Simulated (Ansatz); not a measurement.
**CH₅AlBNS: up Jacob's ladder to CCSD(T)**

An exercise on one series of results from a longer session: the logs are not shown, and one member is left open.

Program: Ansatz 0.2.0, Gaussian basis. Level of theory: functionals in def2-TZVPP, the program's frozen cores in correlated methods. These are calculated values, not measurements.

The runs, in order: PBE-D4, r2SCAN-D4, PBE0-D4, B3LYP-D4, ωB97X-V, ωB97M-V, B2PLYP; CCSD(T)/def2-TZVPP; MP2/def2-QZVPP; extrapolation to the limit.

## The relaxed structure

The geometry comes from an earlier relaxation with PBE0-D4 in a triple-zeta def2 set; it is a stationary point, not always the lowest conformer.

SMILES `SC[B]1[NH][AlH]1`, 10 atoms, charge 0, spin multiplicity 1.

Atoms are counted from 1 here; the program's logs count them from 0.

Bond lengths: S1–C2 1.810 Å, S1–H6 1.344 Å, C2–B3 1.563 Å, C2–H7 1.095 Å, C2–H8 1.095 Å, B3–N4 1.402 Å, B3–Al5 1.995 Å, N4–Al5 1.814 Å, N4–H9 1.014 Å, Al5–H10 1.581 Å. Angles: C2–S1–H6 97.7°, S1–C2–B3 110.3°, S1–C2–H7 110.3°, S1–C2–H8 110.3°, B3–C2–H7 109.1°, B3–C2–H8 109.0°, H7–C2–H8 107.8°, C2–B3–N4 133.4°, C2–B3–Al5 165.0°, N4–B3–Al5 61.6°, B3–N4–Al5 75.5°, B3–N4–H9 127.8°, Al5–N4–H9 156.7°, B3–Al5–N4 42.9°, B3–Al5–H10 172.7°, N4–Al5–H10 129.9°.

Set-up of the first run:

in.yaml reads:

```yaml
crystal:
  periodic: [false, false, false]
  atoms:
    - {symbol: S, position_ang: [-0.772545, 1.858839, 1.399169]}
    - {symbol: C, position_ang: [-0.317651, 0.129461, 1.118584]}
    - {symbol: B, position_ang: [0.123404, -0.080386, -0.365745]}
    - {symbol: N, position_ang: [0.555301, -1.198444, -1.093348]}
    - {symbol: Al, position_ang: [0.587661, 0.163108, -2.290837]}
    - {symbol: H, position_ang: [-1.096862, 1.751201, 2.699487]}
    - {symbol: H, position_ang: [-1.166827, -0.526630, 1.335815]}
    - {symbol: H, position_ang: [0.506287, -0.158237, 1.779774]}
    - {symbol: H, position_ang: [0.667189, -2.150313, -0.761837]}
    - {symbol: H, position_ang: [0.997144, 0.160301, -3.818061]}
basis:
  gaussian: {orbitals: def2-TZVPP}
hamiltonian: {xc: pbe, dispersion: d4}
output: {forces: true, orbitals: {seedname: orbitals}}
```

Launch:

```sh
ansatz run in.yaml --threads 4 --pin off --events-out ev --progress --plain --max-ram 10444MiB
```

Among the steps run: PBE-D4 (GGA); r2SCAN-D4 (meta-GGA); PBE0-D4 (hybrid); B3LYP-D4 (hybrid); ωB97X-V (range-separated); ωB97M-V (range-separated); B2PLYP (double hybrid); CCSD(T) in def2-TZVPP; MP2 in def2-QZVPP.

One table of the session follows, with a row left open; its other results are not shown here.

```
            method  atomisation energy (eV)
            PBE-D4                   36.604
         r2SCAN-D4                   35.914
           PBE0-D4                   35.899
          B3LYP-D4                   35.695
           ωB97X-V                   35.877
           ωB97M-V                   35.948
            B2PLYP                        ?
     HF/def2-TZVPP                   25.159
    MP2/def2-TZVPP                   35.200
   CCSD/def2-TZVPP                   33.844
CCSD(T)/def2-TZVPP                   34.507
           MP2/CBS                   36.259
       CCSD(T)/CBS                   35.566
```

**Question.** Estimate the row for B2PLYP.

**Answer.** atomisation energy (eV): 35.247. In the column «atomisation energy (eV)» it lies between MP2/def2-TZVPP (35.200) and CCSD(T)/CBS (35.566).

Caveats from the session: Free atoms (1 S, 1 C, 1 B, 1 N, 1 Al, 5 H) were run apart at each level; the atomisation energy is their sum less the molecule, without zero-point or spin-orbit terms.
